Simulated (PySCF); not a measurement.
# C3H9FN2Si: the cost of one run

The runs use PySCF 2.14.0, with density-fitted response routines of our own; the level of theory stands in each step. All values are computed, except where a source is named. Atoms are numbered from 0 throughout.

## 1. Starting geometry

16 atoms, charge 0, multiplicity 1; geometry from: GFN2-xTB.

Bonds of the start (Å): F0–C1 1.37, C1–C2 1.53, C2–C3 1.53, C3–N4 1.45, N4–Si5 1.72, Si5–N6 1.72, N6–C2 1.44, C1–H7 1.09, C1–H8 1.10, C2–H9 1.10, C3–H10 1.09, C3–H11 1.10, N4–H12 1.01, Si5–H13 1.46, Si5–H14 1.47, N6–H15 1.01.

## 2. TDDFT and polarisability: wB97X-D/def2-SVPD

What the job is given:

```
{"job": {"kind": "uv", "xc": "wB97X-D", "basis": "def2-SVPD", "nstates": 8, "ntriplets": 3}, "charge": 0, "multiplicity": 1}
F      2.876815     0.579522     0.047516
C      1.927749    -0.210565    -0.553020
C      0.649152    -0.242162     0.283113
C     -0.015137     1.136684     0.365509
N     -1.417837     0.892758     0.615112
Si    -1.942332    -0.602018    -0.052054
N     -0.320620    -1.117039    -0.333789
H      1.736186     0.208042    -1.545977
H      2.361529    -1.211839    -0.647238
H      0.912812    -0.576167     1.299035
H      0.422212     1.728390     1.175354
H      0.145149     1.675843    -0.578985
H     -1.976065     1.728923     0.635163
H     -2.715388    -1.288430     0.984349
H     -2.607196    -0.608735    -1.357992
H     -0.044629    -2.084263    -0.347507
```

With the program's defaults for keys left out, this is: TDDFT wB97X-D/def2-SVPD, vertical, gas phase, core orbitals frozen in the response.

Started as:

```sh
$ OMP_NUM_THREADS=1 python probes_run.py task.json out
```

The driver reads the jobs from task.json and runs them one after another.

**Question.** How long does this job take on 1 thread of Intel Xeon at 2.50GHz, shared host, and how much memory does it need?

About 1.7 min, with a peak of 0.9 GiB.
